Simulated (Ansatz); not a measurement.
# Zn18HS17 (Wurtzite-6H): the cost of one run

Program: Ansatz 0.2.0. Level of theory: DFT, PBE, plane-wave PAW, default files, scalar-relativistic, as far as a step names no other. These are calculated values, not measurements.

The COD entry's cell or inner coordinates are ideal or old and differ from later refinements, so a difference from it is no clean test against experiment.

**1. The structure to begin with**

The structure is trigonal, space group P31m (No. 157). Conventional cell: a = 6.603 Å, b = 6.603 Å, c = 18.690 Å, α = 90.00°, β = 90.00°, γ = 120.00°. Around Zn (site symmetry m) lie 4 S at 2.33 to 2.34 Å. Zn (site symmetry 3m) has 3 S at 2.33 Å and 1 H at 2.34 Å as nearest neighbours. Around Zn (site symmetry 3) lie 4 S at 2.33 to 2.34 Å. Around Zn (site symmetry m) lie 3 S at 2.33 to 2.34 Å and 1 H at 2.33 Å. Zn (site symmetry 3m) has 4 S at 2.33 to 2.34 Å as nearest neighbours. Only part of the 16 independent sites is listed.

Structure file:

```
CELL_PARAMETERS angstrom
5.71800 3.30129 0.00000
-5.71800 3.30129 0.00000
0.00000 0.00000 18.68999
ATOMIC_POSITIONS crystal
Zn 0.00000 0.00000 0.00000
Zn 0.33333 0.66667 0.00000
Zn 0.66667 0.33333 0.00000
Zn 0.00000 0.00000 0.50000
Zn 0.33333 0.66667 0.50000
Zn 0.66667 0.33333 0.50000
Zn 0.33333 0.33333 0.16667
Zn 0.66667 0.00000 0.16667
Zn 0.00000 0.66667 0.16667
Zn 0.33333 0.00000 0.66667
Zn 0.66667 0.66667 0.66667
Zn 0.00000 0.33333 0.66667
Zn 0.33333 0.00000 0.33333
Zn 0.66667 0.66667 0.33333
Zn 0.00000 0.33333 0.33333
Zn 0.33333 0.33333 0.83333
Zn 0.66667 0.00000 0.83333
Zn 0.00000 0.66667 0.83333
S 0.00000 0.00000 0.12500
S 0.33333 0.66667 0.12500
S 0.66667 0.33333 0.12500
S 0.00000 0.00000 0.62500
S 0.33333 0.66667 0.62500
S 0.66667 0.33333 0.62500
H 0.33333 0.33333 0.29167
S 0.66667 0.00000 0.29167
S 0.00000 0.66667 0.29167
S 0.33333 0.00000 0.79167
S 0.66667 0.66667 0.79167
S 0.00000 0.33333 0.79167
S 0.33333 0.00000 0.45833
S 0.66667 0.66667 0.45833
S 0.00000 0.33333 0.45833
S 0.33333 0.33333 0.95833
S 0.66667 0.00000 0.95833
S 0.00000 0.66667 0.95833
```

Atom 25 of the input is the impurity.

**2. Gradients at the starting positions**

The input, input.yaml:

```yaml
crystal:
  lattice:
    - [5.718, 3.3012888392, 0.0]
    - [-5.718, 3.3012888392, 0.0]
    - [0.0, 0.0, 18.68999]
  atoms:
    - { symbol: Zn, position: [0.0, 0.0, 0.0] }
    - { symbol: Zn, position: [0.3333333333, 0.6666666667, 0.0] }
    - { symbol: Zn, position: [0.6666666667, 0.3333333333, 0.0] }
    - { symbol: Zn, position: [0.0, 0.0, 0.5] }
    - { symbol: Zn, position: [0.3333333333, 0.6666666667, 0.5] }
    - { symbol: Zn, position: [0.6666666667, 0.3333333333, 0.5] }
    - { symbol: Zn, position: [0.3333333333, 0.3333333334, 0.16667] }
    - { symbol: Zn, position: [0.6666666667, 0.0, 0.16667] }
    - { symbol: Zn, position: [0.0, 0.6666666667, 0.16667] }
    - { symbol: Zn, position: [0.3333333333, 1.0, 0.66667] }
    - { symbol: Zn, position: [0.6666666667, 0.6666666666, 0.66667] }
    - { symbol: Zn, position: [0.0, 0.3333333333, 0.66667] }
    - { symbol: Zn, position: [0.3333333333, 1.0, 0.33333] }
    - { symbol: Zn, position: [0.6666666667, 0.6666666666, 0.33333] }
    - { symbol: Zn, position: [0.0, 0.3333333333, 0.33333] }
    - { symbol: Zn, position: [0.3333333333, 0.3333333334, 0.83333] }
    - { symbol: Zn, position: [0.6666666667, 0.0, 0.83333] }
    - { symbol: Zn, position: [0.0, 0.6666666667, 0.83333] }
    - { symbol: S, position: [0.0, 0.0, 0.125] }
    - { symbol: S, position: [0.3333333333, 0.6666666667, 0.125] }
    - { symbol: S, position: [0.6666666667, 0.3333333333, 0.125] }
    - { symbol: S, position: [0.0, 0.0, 0.625] }
    - { symbol: S, position: [0.3333333333, 0.6666666667, 0.625] }
    - { symbol: S, position: [0.6666666667, 0.3333333333, 0.625] }
    - { symbol: H, position: [0.3333333333, 0.3333333334, 0.29167] }
    - { symbol: S, position: [0.6666666667, 0.0, 0.29167] }
    - { symbol: S, position: [0.0, 0.6666666667, 0.29167] }
    - { symbol: S, position: [0.3333333333, 1.0, 0.79167] }
    - { symbol: S, position: [0.6666666667, 0.6666666666, 0.79167] }
    - { symbol: S, position: [0.0, 0.3333333333, 0.79167] }
    - { symbol: S, position: [0.3333333333, 1.0, 0.45833] }
    - { symbol: S, position: [0.6666666667, 0.6666666666, 0.45833] }
    - { symbol: S, position: [0.0, 0.3333333333, 0.45833] }
    - { symbol: S, position: [0.3333333333, 0.3333333334, 0.95833] }
    - { symbol: S, position: [0.6666666667, 0.0, 0.95833] }
    - { symbol: S, position: [0.0, 0.6666666667, 0.95833] }
total_charge: 1
kpoints:
  mp_grid: { grid: [3, 3, 1] }
scf:
  occupations: { method: fermi_dirac, width: 0.01 }
hamiltonian:
  xc: pbe
  pseudopotentials: { kind: paw }
output:
  forces: true
  stress: true
  populations: true
  efg:
    quadrupole_moments_barn: { Zn: 0.122, S: -0.0694, H: 0.00285783 }
    contact_densities: true
```

Run with:

```bash
ansatz run input.yaml --threads 1 --pin off --max-ram 3072MiB --backend cpu --events-out ev --progress --plain --runs-dir out
```

Q: Estimate wall time and peak memory on 1 thread of Arm Neoverse V2, shared host.

About 86 s, with a peak of 1.2 GiB.
